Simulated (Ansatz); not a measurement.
Gd(OH)3 in a box, plane waves

Ansatz 0.2.0, DFT PBE, spin-orbit coupling, plane waves, PAW, molecule in a box. The geometry was relaxed with Gaussian bases (PBE0; Gd lcecp-1-SVP with ECP53, O def2-SVP, H def2-SVP).

```yaml
crystal:
  lattice:
    - [13.54, 0.0, 0.0]
    - [0.0, 14.24, 0.0]
    - [0.0, 0.0, 9.14]
  atoms:
    - { symbol: Gd, position: [0.44400074, 0.49989185, 0.49234136], spin: 7.0, spin_axis: [0.0, 0.0, 1.0] }
    - { symbol: O, position: [0.59686632, 0.49989185, 0.50075055] }
    - { symbol: H, position: [0.66730428, 0.49989185, 0.5076488] }
    - { symbol: O, position: [0.36756795, 0.62576896, 0.50075055] }
    - { symbol: H, position: [0.3323486, 0.68377247, 0.5076488] }
    - { symbol: O, position: [0.36756795, 0.37401404, 0.50075055] }
    - { symbol: H, position: [0.3323486, 0.31601124, 0.5076488] }
basis:
  ecutwfc: 420
  ecutrho_ratio: 4
kpoints:
  mp_grid: { grid: [1, 1, 1] }
hamiltonian:
  xc: pbe
scf:
  occupations: { method: gaussian, width: 0.01 }
output:
  forces: true
  eigenvalues: true
  populations: true
  hubbard: { sites: [{ species: Gd, l: f }] }
  write_density: true
  write_potential: true
  elf: true
  volumetric_format: npy
magnetization:
  noncollinear: true
  spin_orbit: true
```

Command:
```sh
ansatz run input.yaml --threads 2 --pin off --max-ram 5120MiB --backend cpu --events-out ev --progress --plain --runs-dir out
```
It took 35 s on 2 threads of AMD EPYC 9R45 96-Core Processor (Zen 5) (shared host), peak memory 2.7 GiB.

(1) How does the SCF go?

(2) Which levels lie next to the highest filled one (eV, counted from it)?

(3) How is the f shell of Gd1 filled?

(4) What forces are left at this geometry, relaxed with Gaussian bases (eV/Å)?

The open shells may stand above their lowest state.

The forces come from the other functional as well as from the basis.

An lcecp potential fixes the number of 4f electrons, so in runs with it no electron can move into or out of that shell.

Results:

(1) 
```
SCF iter   1: F=—  HF=-11101.607657 eV  |F-HF|=—  |Δ(HF+E_count)|=         —  Δρ=7.15e-2
preconditioner: auto → Resta (q_TF=auto, 1.446 Å⁻¹)  ε∞=1.3  [insulator: Δε(μ)=2.573 eV  Ē_g=8.616 eV  σ=0.010 eV  W_gap=1.00  n_s
spin=Noncollinear: Resta preconditioning applied to the charge; magnetization (m_x, m_y, m_z) channels mix plain (no charge-respon
SCF iter   2: F=—  HF=-11089.083814 eV  |F-HF|=—  |Δ(HF+E_count)|=    1.25e1  Δρ=1.12e-2
SCF iter   3: F=—  HF=-11091.992885 eV  |F-HF|=—  |Δ(HF+E_count)|=    2.91e0  Δρ=7.99e-3
...
SCF iter  12: F=—  HF=-11094.997585 eV  |F-HF|=—  |Δ(HF+E_count)|=   2.40e-4  Δρ=5.49e-5
SCF iter  13: F=—  HF=-11094.997572 eV  |F-HF|=—  |Δ(HF+E_count)|=   1.28e-5  Δρ=1.08e-5
SCF iter  14: F=—  HF=-11094.997574 eV  |F-HF|=—  |Δ(HF+E_count)|=   1.63e-6  Δρ=1.68e-5
SCF iter  15: F=—  HF=-11094.997572 eV  |F-HF|=—  |Δ(HF+E_count)|=   1.45e-6  Δρ=3.45e-6
SCF iter  16: F=-11094.997572 eV  HF=-11094.997572 eV  |F-HF|=5.43e-9  |Δ(HF+E_count)|=   5.15e-8  Δρ=8.36e-7
```

(2) Filled: -0.75, -0.72, -0.64, -0.61, -0.58, -0.55, -0.48, -0.42, -0.35, 0.00. Empty: 3.14, 3.16, 3.25, 3.25, 3.36, 3.53, 3.72, 3.82.

(3) Natural occupations, full = 1; spinor: 0.01, 0.01, 0.02, 0.02, 0.02, 0.03, 0.06, 1.00, 1.00, 1.00, 1.00, 1.00, 1.00, 1.00; in all 7.16 e. Spin moment (0.00, 0.00, 6.78) μB, orbital moment (0.00, 0.00, 0.04) μB.

(4) 
```
Gd   0.01  0.00 -0.02
O   -0.40  0.00 -0.02
H    0.38  0.00  0.03
O    0.20 -0.34 -0.02
H   -0.19  0.33  0.03
O    0.20  0.34 -0.02
H   -0.19 -0.33  0.03
```
